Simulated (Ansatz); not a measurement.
# Ni started on a Zn site in wurtzite ZnO, 16 atoms, charge −1

Which settings matter for this cell? A base run comes first, then runs with one to three settings changed.

Method: density functional theory in Ansatz 0.2.0, PAW datasets, plane waves.

1 further run of the same task is left out (it didn't finish).

**1. The system as built**

16 atoms (7 Zn, 1 Ni, 8 O); a = 6.460 Å, b = 5.594 Å, c = 5.215 Å, α = 90.00°, β = 90.00°, γ = 90.00°. All atoms were shaken off their sites by about 0.10 Å along each axis. Defect site 1: (0.500, 0.667, 0.499). Starting moments add up to 3 μB.

**2. PBEsol on the given atoms**

Contents of in.yaml:

```yaml
crystal:
  lattice:
    - [6.459848, 0.000000, 0.000000]
    - [0.000000, 5.594393, 0.000000]
    - [0.000000, 0.000000, 5.214519]
  atoms:
    - { symbol: Zn, position: [0.244338, 0.142621, 0.490707] }
    - { symbol: Zn, position: [0.976973, 0.667289, 0.506776] }
    - { symbol: Zn, position: [0.758140, 0.171495, 0.513286] }
    - { symbol: Zn, position: [0.005249, 0.335071, 0.977971] }
    - { symbol: Zn, position: [0.478980, 0.336979, 0.009266] }
    - { symbol: Zn, position: [0.259948, 0.824508, 0.968902] }
    - { symbol: Zn, position: [0.755230, 0.834069, 0.972103] }
    - { symbol: Ni, position: [0.495864, 0.686151, 0.484822], spin: 3 }
    - { symbol: O, position: [0.998678, 0.343791, 0.370115] }
    - { symbol: O, position: [0.495951, 0.341827, 0.393487] }
    - { symbol: O, position: [0.260125, 0.829707, 0.340677] }
    - { symbol: O, position: [0.729700, 0.799596, 0.359086] }
    - { symbol: O, position: [0.239682, 0.142179, 0.874880] }
    - { symbol: O, position: [0.003246, 0.680867, 0.853999] }
    - { symbol: O, position: [0.782765, 0.139495, 0.904544] }
    - { symbol: O, position: [0.489784, 0.654533, 0.838192] }
  symmetry: { detect: false }
kpoints:
  mp_grid: { grid: [1, 1, 1], shift: [0.25, 0.25, 0.25] }
hamiltonian:
  xc: pbesol
total_charge: -1
magnetization:
  spin_polarized: true
scf:
  occupations: { method: fermi_dirac, width: 0.01 }
output:
  forces: true
  eigenvalues: true
  populations: true
  charged_corrections: { epsilon: 8.3 }
```

On the command line:

```bash
$ ansatz run in.yaml --threads 2 --pin off --max-ram 19000MiB --runs-dir r --events-out ev --progress --plain
```

**3. Run again with accuracy low, occupations cold**

Changes to in.yaml since step 2:

```diff
@@ -1 +1,2 @@
+accuracy: low
 crystal:
@@ -31,3 +32,4 @@
 scf:
-  occupations: { method: fermi_dirac, width: 0.01 }
+  occupations: { method: cold, width: 0.01 }
+  max_iter: 80
 output:
@@ -35,3 +37,6 @@
   eigenvalues: true
-  populations: true
-  charged_corrections: { epsilon: 8.3 }
+  stress: true
+  write_density: true
+  write_potential: true
+  elf: true
+  volumetric_format: npy
```

**4. Changed settings: mixing beta 0.01, mixer anderson, smearing width 0.2 eV**

Changes to in.yaml since step 3:

```diff
@@ -1,2 +1 @@
-accuracy: low
 crystal:
@@ -32,4 +31,5 @@
 scf:
-  occupations: { method: cold, width: 0.01 }
+  occupations: { method: fermi_dirac, width: 0.2 }
   max_iter: 80
+  mixing: { beta: 0.01, algorithm: anderson }
 output:
@@ -38,5 +38 @@
   stress: true
-  write_density: true
-  write_potential: true
-  elf: true
-  volumetric_format: npy
```

**5. Run again with density cutoff ratio 6, xc grid 1, cutoff 180 eV**

Changes to in.yaml since step 4:

```diff
@@ -25,2 +25,3 @@
   mp_grid: { grid: [1, 1, 1], shift: [0.25, 0.25, 0.25] }
+basis: { ecutwfc: 180, ecutrho_ratio: 6, xc_grid: 1 }
 hamiltonian:
@@ -31,5 +32,4 @@
 scf:
-  occupations: { method: fermi_dirac, width: 0.2 }
-  max_iter: 80
-  mixing: { beta: 0.01, algorithm: anderson }
+  occupations: { method: fermi_dirac, width: 0.01 }
+  max_iter: 70
 output:
```

**6. Variant: 60 extra bands**

Changes to in.yaml since step 5:

```diff
@@ -25,3 +25,2 @@
   mp_grid: { grid: [1, 1, 1], shift: [0.25, 0.25, 0.25] }
-basis: { ecutwfc: 180, ecutrho_ratio: 6, xc_grid: 1 }
 hamiltonian:
@@ -33,3 +32,4 @@
   occupations: { method: fermi_dirac, width: 0.01 }
-  max_iter: 70
+  max_iter: 100
+  n_extra_bands: 60
 output:
```

What does the calculation give? Wanted: for each run, settings; status; energy from base; forces from base.

The runs gave:

| settings | status | cycles | time | energy from base (meV/atom) | forces from base (eV/Å rms) | filled to empty level on the mesh (eV) |
| --- | --- | --- | --- | --- | --- | --- |
| base | converged | 18 | 7.9 s (2 CPU threads) | 0 | 0 | 0.20 |
| accuracy low, occupations cold | converged, settings too loose | 19 | 6.8 s (2 CPU threads) | 0.0 | 0.000 | 0.20 |
| mixing beta 0.01, mixer anderson, smearing width 0.2 eV | converged | 35 | 22 s (2 CPU threads) | -2.1 | 0.081 | - |
| density cutoff ratio 6, xc grid 1, cutoff 180 eV | converged, settings too loose | 19 | 3.2 s (2 CPU threads) | +12152.1 | 0.673 | 0.15 |
| 60 extra bands | converged | 18 | 6.9 s (2 CPU threads) | 0.0 | 0.000 | 0.20 |

Among these variants the forces move most with density cutoff ratio 6, xc grid 1, cutoff 180 eV (0.673 eV/Å rms).
